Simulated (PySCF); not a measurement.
# SiCl3 radical: a look at the electrons

For SiCl3 radical, the scripts below analyse its density (charges, bond critical points, surface potential), see where an electron leaves and enters and measure its response to a uniform field.

Program: PySCF 2.14.0. Level of theory: levels as typed in each script, gas phase, geometry from GFN2-xTB. These are calculated values, not measurements.

## Step 1: Starting geometry

SMILES `Cl[Si](Cl)Cl`, 4 atoms, charge 0, spin multiplicity 2.

Bond lengths: Cl1–Si2 2.025 Å, Si2–Cl3 2.025 Å, Si2–Cl4 2.025 Å. Angles: Cl1–Si2–Cl3 109.6°, Cl1–Si2–Cl4 109.7°, Cl3–Si2–Cl4 109.7°.

Coordinates:

| atom | x (Å) | y (Å) | z (Å) |
| --- | --- | --- | --- |
| Cl1 | -0.5053 | 1.8436 | 0.1441 |
| Si2 | 0.0002 | -0.0001 | -0.5249 |
| Cl3 | -1.3440 | -1.3593 | 0.1441 |
| Cl4 | 1.8492 | -0.4842 | 0.1441 |

## Step 2: Density, bond paths and surface potential (HF/cc-pvdz)

input.py reads:

```python
import numpy as np
from pyscf import gto, scf, dft
from pyscf.scf import atom_ks, atom_hf
from scipy.linalg import block_diag

def solve(mol, dm0=None, hcore=None):
    mf = scf.UHF(mol) if mol.spin else scf.RHF(mol)
    mf = mf.density_fit(auxbasis='def2-universal-jkfit')
    mf.conv_tol, mf.max_cycle = 1e-8, 80
    if hcore is not None:
        mf.get_hcore = lambda *args: hcore
    mf.kernel(dm0)
    if not mf.converged:
        mf = mf.newton().run(mf.mo_coeff, mf.mo_occ, max_cycle=30)
    assert mf.converged, 'SCF not converged'
    return mf

mol = gto.M(atom='''
Cl    -0.50531     1.84355     0.14405
Si     0.00020    -0.00013    -0.52490
Cl    -1.34404    -1.35926     0.14408
Cl     1.84919    -0.48418     0.14413
''', basis='cc-pvdz', charge=0, spin=1, verbose=4)
mf = solve(mol)
mf.analyze()
# spherically averaged free atoms, for the promolecule
atm = scf.atom_hf.get_atm_nrhf(mol)
pro = block_diag(*[(atm[a[0]][2] * atm[a[0]][3]) @ atm[a[0]][2].T for a in mol._atom])
np.savez('result.npz', e=mf.e_tot, c=mf.mo_coeff, occ=mf.mo_occ, eps=mf.mo_energy, pro=pro, dip=mf.dip_moment(verbose=0), s2=mf.spin_square()[0])
```

On the command line:

```console
> OMP_NUM_THREADS=1 python input.py
```

## Step 4: Removing and adding an electron (PBE/def2-tzvp)

input.py reads:

```python
import numpy as np
from pyscf import gto, scf, dft
from pyscf.scf import atom_ks, atom_hf
from scipy.linalg import block_diag

def solve(mol, dm0=None, hcore=None):
    mf = (dft.UKS if mol.spin else dft.RKS)(mol, xc='pbe')
    mf.grids.level = 3
    mf = mf.density_fit(auxbasis='def2-universal-jkfit')
    mf.conv_tol, mf.max_cycle = 1e-8, 80
    if hcore is not None:
        mf.get_hcore = lambda *args: hcore
    mf.kernel(dm0)
    if not mf.converged:
        mf = mf.newton().run(mf.mo_coeff, mf.mo_occ, max_cycle=30)
    assert mf.converged, 'SCF not converged'
    return mf

mol = gto.M(atom='''
Cl    -0.50531     1.84355     0.14405
Si     0.00020    -0.00013    -0.52490
Cl    -1.34404    -1.35926     0.14408
Cl     1.84919    -0.48418     0.14413
''', basis='def2-tzvp', charge=0, spin=1, verbose=4)
mf = solve(mol)
out = dict(e0=mf.e_tot, dm0=mf.make_rdm1(), c=mf.mo_coeff, occ=mf.mo_occ, eps=mf.mo_energy)
for name, dq, spin in [('cation', 1, 0), ('anion', -1, 0)]:
    ion = mol.copy().set(charge=mol.charge + dq, spin=spin).build()
    mi = solve(ion)
    if spin and dq > 0 and mol.nao < 130:
        c, _, stable, _ = mi.stability(return_status=True)
        if not stable:
            mi = solve(ion, mi.make_rdm1(c, mi.mo_occ))
    print(name, 'vertical energy change / eV', (mi.e_tot - mf.e_tot) * 27.211386)
    out.update({'e_' + name: mi.e_tot, 'dm_' + name: mi.make_rdm1(), 's2_' + name: mi.spin_square()[0], 'eps_' + name: mi.mo_energy, 'occ_' + name: mi.mo_occ})
# spherically averaged free atoms, for the promolecule
atm = atom_ks.get_atm_nrks(mol, xc='pbe')
pro = block_diag(*[(atm[a[0]][2] * atm[a[0]][3]) @ atm[a[0]][2].T for a in mol._atom])
np.savez('result.npz', pro=pro, **out)
```

## Step 5: Response to an electric field (B3LYP/6-311+g**)

input.py reads:

```python
import numpy as np
from pyscf import gto, scf, dft
from pyscf.scf import atom_ks, atom_hf
from scipy.linalg import block_diag

def solve(mol, dm0=None, hcore=None):
    mf = (dft.UKS if mol.spin else dft.RKS)(mol, xc='b3lyp')
    mf.grids.level = 3
    mf = mf.density_fit(auxbasis='def2-universal-jkfit')
    mf.conv_tol, mf.max_cycle = 1e-8, 80
    if hcore is not None:
        mf.get_hcore = lambda *args: hcore
    mf.kernel(dm0)
    if not mf.converged:
        mf = mf.newton().run(mf.mo_coeff, mf.mo_occ, max_cycle=30)
    assert mf.converged, 'SCF not converged'
    return mf

mol = gto.M(atom='''
Cl    -0.50531     1.84355     0.14405
Si     0.00020    -0.00013    -0.52490
Cl    -1.34404    -1.35926     0.14408
Cl     1.84919    -0.48418     0.14413
''', basis='6-311+g**', charge=0, spin=1, verbose=4)
field = np.array([0.0, 0.002, 0.0])  # atomic units
mol.set_common_orig(mol.atom_charges() @ mol.atom_coords() / mol.atom_charges().sum())
mf = solve(mol)
out = dict(dm0=mf.make_rdm1(), d0=mf.dip_moment(unit='AU'), e0=mf.e_tot)
for name, sign in (('p', 1), ('m', -1)):
    h = mf.get_hcore() + sign * np.einsum('x,xij->ij', field, mol.intor('int1e_r'))
    mi = solve(mol, mf.make_rdm1(), h)
    out.update({'dm' + name: mi.make_rdm1(), 'd' + name: mi.dip_moment(unit='AU'), 'e' + name: mi.e_tot})
# spherically averaged free atoms, for the promolecule
atm = atom_ks.get_atm_nrks(mol, xc='b3lyp')
pro = block_diag(*[(atm[a[0]][2] * atm[a[0]][3]) @ atm[a[0]][2].T for a in mol._atom])
np.savez('result.npz', pro=pro, **out)
```

(Steps that only read results are left out.)

**Question.** What will these runs give? Wanted: dipole moment; HOMO, LUMO; polarisability along the field.

**Answer**, as computed:

| quantity | value |
| --- | --- |
| dipole moment (HF/cc-pvdz) | 0.96 D |
| HOMO, LUMO (HF/cc-pvdz) | -10.07, 0.54 eV |
| polarisability along the field (B3LYP/6-311+g**) | 65.1 bohr³ |

At HF/cc-pvdz: The highest Hirshfeld charge is on Si2 (+0.36 e), the lowest on Cl1, Cl3 and Cl4 (−0.12 e). All values hold at the given geometry, in the gas phase.
